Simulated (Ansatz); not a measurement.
# CH5NSiTe: one species, many methods

Aim: compute CH5NSiTe with functionals from several rungs and with coupled cluster, and see how far each lands from CCSD(T) at the basis-set limit for the atomisation energy.

Method: functionals in def2-TZVPP, the program's frozen cores in correlated methods; program: Ansatz 0.2.0, Gaussian basis.

Plan: PBE-D4, r2SCAN-D4, PBE0-D4, B3LYP-D4, ωB97X-V, ωB97M-V, B2PLYP; CCSD(T)/def2-TZVPP; MP2/def2-QZVPP; extrapolation to the limit.

**1. Structure used throughout**

All runs share one geometry, relaxed beforehand with PBE0-D4 in a triple-zeta def2 set. Te takes the def2 core potential; no spin-orbit term is included.

SMILES `C1N[SiH2][Te]1`, 9 atoms, charge 0, spin multiplicity 1.

Atoms are counted from 1 here; the program's logs count them from 0.

Bond lengths: C1–N2 1.445 Å, C1–Te4 2.193 Å, C1–H5 1.092 Å, C1–H6 1.092 Å, N2–Si3 1.714 Å, N2–H7 1.007 Å, Si3–Te4 2.486 Å, Si3–H8 1.490 Å, Si3–H9 1.490 Å. Angles: N2–C1–Te4 100.1°, N2–C1–H5 114.1°, N2–C1–H6 114.1°, Te4–C1–H5 108.8°, Te4–C1–H6 108.9°, H5–C1–H6 110.3°, C1–N2–Si3 110.3°, C1–N2–H7 118.3°, Si3–N2–H7 131.3°, N2–Si3–Te4 82.5°, N2–Si3–H8 116.1°, N2–Si3–H9 116.1°, Te4–Si3–H8 117.3°, Te4–Si3–H9 117.3°, H8–Si3–H9 106.6°, C1–Te4–Si3 67.1°.

Coordinates:

```mol
CH5NSiTe
  3D, bonds by distance, orders not assigned

  9  9  0  0  0  0  0  0  0  0999 V2000
   -0.1936    0.9607   -0.8149 C   0  0
    0.6919    0.3043    0.1199 N   0  0
   -0.0575   -1.0948    0.7674 Si  0  0
   -1.9283   -0.3771   -0.7038 Te  0  0
    0.1753    0.9753   -1.8429 H   0  0
   -0.5007    1.9632   -0.5087 H   0  0
    1.6029    0.7031    0.2756 H   0  0
    0.5996   -2.3945    0.4533 H   0  0
   -0.3012   -1.0865    2.2370 H   0  0
  1  2  8  0
  2  3  8  0
  3  4  8  0
  1  5  8  0
  1  6  8  0
  2  7  8  0
  3  8  8  0
  3  9  8  0
  1  4  8  0
M  END
```

**2. PBE-D4 (GGA)**

in.yaml

```yaml
crystal:
  periodic: [false, false, false]
  atoms:
    - {symbol: C, position_ang: [-0.193622, 0.960731, -0.814930]}
    - {symbol: N, position_ang: [0.691917, 0.304317, 0.119911]}
    - {symbol: Si, position_ang: [-0.057475, -1.094821, 0.767392]}
    - {symbol: Te, position_ang: [-1.928256, -0.377079, -0.703770]}
    - {symbol: H, position_ang: [0.175312, 0.975256, -1.842940]}
    - {symbol: H, position_ang: [-0.500732, 1.963237, -0.508703]}
    - {symbol: H, position_ang: [1.602907, 0.703059, 0.275551]}
    - {symbol: H, position_ang: [0.599577, -2.394514, 0.453296]}
    - {symbol: H, position_ang: [-0.301229, -1.086486, 2.236992]}
basis:
  gaussian: {orbitals: def2-TZVPP}
hamiltonian: {xc: pbe, dispersion: d4}
output: {forces: true, orbitals: {seedname: orbitals}}
```

Command:

```bash
$ ansatz run in.yaml --threads 4 --pin off --events-out ev --progress --plain --max-ram 10444MiB
```

The runs that follow: r2SCAN-D4 (meta-GGA); PBE0-D4 (hybrid); B3LYP-D4 (hybrid); ωB97X-V (range-separated); ωB97M-V (range-separated); B2PLYP (double hybrid); CCSD(T) in def2-TZVPP; MP2 in def2-QZVPP.

**Question.** What will the summary of the whole plan be? Wanted: atomisation energy, CCSD(T)/CBS; farthest; mean size of error, hybrid; mean size of error, range-separated; gap, smallest and largest; T1 diagnostic; triples share of the correlation energy.

**Answer**, as computed:

| quantity | value |
| --- | --- |
| atomisation energy, CCSD(T)/CBS | 713.0 kcal/mol |
| functionals within 7.1 kcal/mol (1.0 %) | r2SCAN-D4, PBE0-D4, B3LYP-D4, ωB97X-V, ωB97M-V |
| farthest | B2PLYP (-14.3 kcal/mol) |
| mean size of error, hybrid | 3.4 kcal/mol |
| mean size of error, range-separated | 2.5 kcal/mol |
| gap, smallest and largest | 3.04 eV (PBE-D4), 9.06 eV (ωB97X-V) |
| T1 diagnostic | 0.0108 |
| triples share of the correlation energy | 3.4 % |

What this shows: PBE-D4 misses by +10.0 kcal/mol. Double hybrids carry the basis error of their MP2 part in triple zeta, and no dispersion term here, so their miss is partly the set-up's. Misses under about 7.1 kcal/mol are within the doubt on the reference itself, which lacks core-valence correlation, spin-orbit coupling and higher excitations, and its outer-core shells are covered unevenly. All levels share the lack of spin-orbit coupling, which lowers the free heavy atoms and so the true binding. Hartree-Fock recovers 68 % of the binding; the rest is correlation. Orbital gaps span 3.0 to 9.1 eV; exact exchange widens them. Correlated methods include outer-core shells of Te, which these sets cover unevenly.
